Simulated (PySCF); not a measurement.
# C5H11Ga: electronic excitations

What electronic excitations should C5H11Ga (`CC[C]1([GaH2])CC1`) show?

The runs use PySCF 2.14.0, with density-fitted response routines of our own; the level of theory stands in each step. All values are computed, except where a source is named. Atoms are numbered from 0 throughout.

**1. Starting geometry**

17 atoms, charge 0, multiplicity 1; geometry from: GFN2-xTB.

Bonds of the start (Å): C0–C1 1.53, C1–C2 1.52, C2–Ga3 2.02, C2–C4 1.51, C4–C5 1.49, C5–C2 1.51, C0–H6 1.10, C0–H7 1.09, C0–H8 1.09, C1–H9 1.10, C1–H10 1.09, Ga3–H11 1.59, Ga3–H12 1.59, C4–H13 1.09, C4–H14 1.08, C5–H15 1.08, C5–H16 1.09.

**2. Ultraviolet spectrum: wB97X-D/def2-SVPD**

The job: settings as JSON, then the geometry in Å.

```
{"job": {"kind": "uv", "xc": "wB97X-D", "basis": "def2-SVPD", "nstates": 8, "ntriplets": 3}, "charge": 0, "multiplicity": 1}
C      1.956481    -0.660544     0.016412
C      1.012245     0.294927    -0.705908
C     -0.386458     0.169660    -0.131694
Ga    -1.267406    -1.648737    -0.150113
C     -1.331012     1.341902    -0.241681
C     -0.738340     0.995318     1.081925
H      1.572359    -1.685120    -0.061812
H      2.954591    -0.630309    -0.414828
H      2.023617    -0.401681     1.072269
H      0.989340     0.042877    -1.772397
H      1.376729     1.322262    -0.611476
H     -2.638896    -1.780410     0.635593
H     -0.767351    -2.942126    -0.920765
H     -2.389221     1.142603    -0.387916
H     -0.984543     2.237318    -0.739067
H      0.010912     1.655839     1.495274
H     -1.400046     0.558251     1.826275
```

Method: TDDFT wB97X-D/def2-SVPD, vertical, gas phase, core orbitals frozen in the response.

Run with:

```
> OMP_NUM_THREADS=1 python probes_run.py task.json out
```

The driver reads the jobs from task.json and runs them one after another.

What will the session give for the following? lowest singlet (wB97X-D/def2-SVPD); brightest single state of those computed; lowest triplet. Wanted: lowest singlet; brightest single state of those computed; lowest triplet.

**Answer**, as computed:

| quantity | value |
| --- | --- |
| lowest singlet (wB97X-D/def2-SVPD) | 4.69 eV (264 nm), f = 0.002 |
| brightest single state of those computed | state 6, 7.46 eV, f = 0.321 |
| lowest triplet | 4.45 eV |

What this shows: The lowest singlet, at 4.69 eV, is HOMO→LUMO 0.96 and is weak; of the 8 states computed, the strongest absorption comes from state 6 at 7.46 eV. The lowest triplet lies 0.24 eV below the lowest singlet (triplets in Tamm-Dancoff, singlets in full TDDFT).
